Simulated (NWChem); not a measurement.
**TPSSh/def2-SVP (core potential) run of SnNH2F (SMILES [NH2][Sn][F])**

Aim: the vertical ionisation energy of SnNH2F at TPSSh/def2-SVP (core potential), from 2 runs. 

The results are computed with NWChem 7.3.0.

## 1. Starting point

SnNH2F has 5 atoms, charge 0, and is taken as a singlet. SMILES: `[NH2][Sn][F]`. The shape is that of a PBE0-D4/def2-TZVP optimisation. This is one conformer, not always the lowest.

Bond lengths: N1–Sn2 2.003 Å, Sn2–F3 1.951 Å, N1–H4 1.008 Å, N1–H5 1.010 Å. Angles: N1–Sn2–F3 92.0°, Sn2–N1–H4 126.2°, Sn2–N1–H5 121.8°, H4–N1–H5 112.0°.

## 2. The energy at TPSSh/def2-SVP (core potential)

mymol.xyz

```xyz
5

N     -0.302900     0.495500    -0.393300
Sn     0.338900    -0.053700     1.423200
F      0.966900    -1.775900     0.754300
H     -0.746800     1.369300    -0.629100
H     -0.206200    -0.108900    -1.196600
```

mymol.nw

```
start mymol
memory stack 880 mb heap 220 mb global 1100 mb

geometry noautosym nocenter noautoz
load mymol.xyz
end

basis "ao basis" spherical bse
* library def2-SVP
end

ecp bse
Sn library def2-SVP
end

dft
xc xctpssh
grid fine
convergence energy 1e-08
iterations 100
mulliken
print low
end

task dft
```

On the command line:

```bash
$ nwchem mymol.nw > mymol.out
```

Output:

```text
[...]
 d= 0,ls=0.0,diis     1   -369.8338455641 -4.95D+02  3.29D-02  7.75D-01     2.0
[...]
 d= 0,ls=0.0,diis    10   -369.9429224822 -8.79D-09  3.94D-07  9.48D-10    12.2
         Total DFT energy =     -369.942922482184
      One electron energy =     -842.113436823232
           Coulomb energy =      383.022125160412
    Exchange-Corr. energy =      -36.159744778342
 Nuclear repulsion energy =      125.308133958978
[...]
      Total Density - Mulliken Population Analysis
     ---------------------------------------------
    Atom       Charge   Shell Charges
 -----------   ------   -------------------------------------------------------
    1 N    7     7.45   1.99  0.98  0.49  2.41  1.57  0.01
    2 Sn  22    21.36   0.43  1.60  1.31  0.52  2.74  3.26  0.94  0.40  9.71  0.45
    3 F    9     9.45   1.99  1.12  0.84  3.31  2.19  0.00
    4 H    1     0.87   0.72  0.11  0.04
    5 H    1     0.86   0.71  0.11  0.04
[...]
```

It took 13 s on 1 thread of AMD EPYC 7R13 (Zen 3), shared host; peak memory 0.11 GiB.

## 3. The doublet cation at the same level

fh2nsn.nw

```
start fh2nsn
memory stack 880 mb heap 220 mb global 1100 mb
charge 1
geometry noautosym nocenter noautoz
 N       -0.302900       0.495500      -0.393300
 Sn       0.338900      -0.053700       1.423200
 F        0.966900      -1.775900       0.754300
 H       -0.746800       1.369300      -0.629100
 H       -0.206200      -0.108900      -1.196600
end
basis spherical bse
 N library def2-SVP
 Sn library def2-SVP
 F library def2-SVP
 H library def2-SVP
end
ecp bse
 Sn library def2-SVP
end
dft
 xc xctpssh
 mult 2
 grid fine
 convergence energy 1e-08
 maxiter 100
 mulliken
 noprint "final vectors analysis"
end
task dft energy
```

On the command line:

```bash
$ nwchem fh2nsn.nw > fh2nsn.out
```

Output:

```text
[...]
          Wavefunction type:  spin polarized.
          No. of atoms     :     5
          No. of electrons :    39
[...]
          Charge           :     1
          Spin multiplicity:     2
[...]
          AO basis - number of functions:    64
[...]
              XC Information
              --------------
                  TPSS hybrid Method XC Functional
                     Hartree-Fock (Exact) Exchange  0.100
                  TPSS metaGGA Exchange Functional  0.900
             TPSS03 metaGGA Correlation Functional  1.000
[...]
 d= 0,ls=0.0,diis     1   -369.3380434073 -4.95D+02  2.65D-02  5.42D-01     1.7
[...]
 d= 0,ls=0.5,diis    54   -369.5854926253 -9.53D-09  7.41D-07  1.20D-07    76.4
[...]
         Total DFT energy =     -369.585492691298
      One electron energy =     -831.075384884870
           Coulomb energy =      372.011664577462
    Exchange-Corr. energy =      -35.829906342868
 Nuclear repulsion energy =      125.308133958978
[...]
      Total Density - Mulliken Population Analysis
     ---------------------------------------------
    Atom       Charge   Shell Charges
 -----------   ------   -------------------------------------------------------
    1 N    7     7.34   1.99  0.99  0.47  2.40  1.49  0.01
    2 Sn  22    20.79   0.43  1.60  1.27  0.19  2.74  3.27  0.91  0.23  9.74  0.43
    3 F    9     9.29   1.99  1.15  0.83  3.27  2.05  0.00
    4 H    1     0.79   0.69  0.06  0.04
    5 H    1     0.78   0.67  0.06  0.04
[...]
      <S2> =      0.7557 (Exact =     0.7500)
[...]
```

Wall time 79 s (1 thread of AMD EPYC 7R13 (Zen 3), shared host); peak memory 0.11 GiB.

## 4. Summary of results

Level: TPSSh/def2-SVP (core potential).

```
                                          quantity          value
                      singlet SnNH2F: total energy  -369.94292 Eh
                      doublet cation: total energy  -369.58549 Eh
                              doublet cation: ⟨S²⟩          0.756
vertical ionisation energy (to the doublet cation)       9.726 eV
```

The vertical ionisation energy comes to 9.73 eV (224 kcal/mol). Mulliken charges (singlet SnNH2F) run from -0.45 on N1 to +0.64 on Sn2; they depend strongly on the basis. Mulliken charges (doublet cation) run from -0.34 on N1 to +1.21 on Sn2.
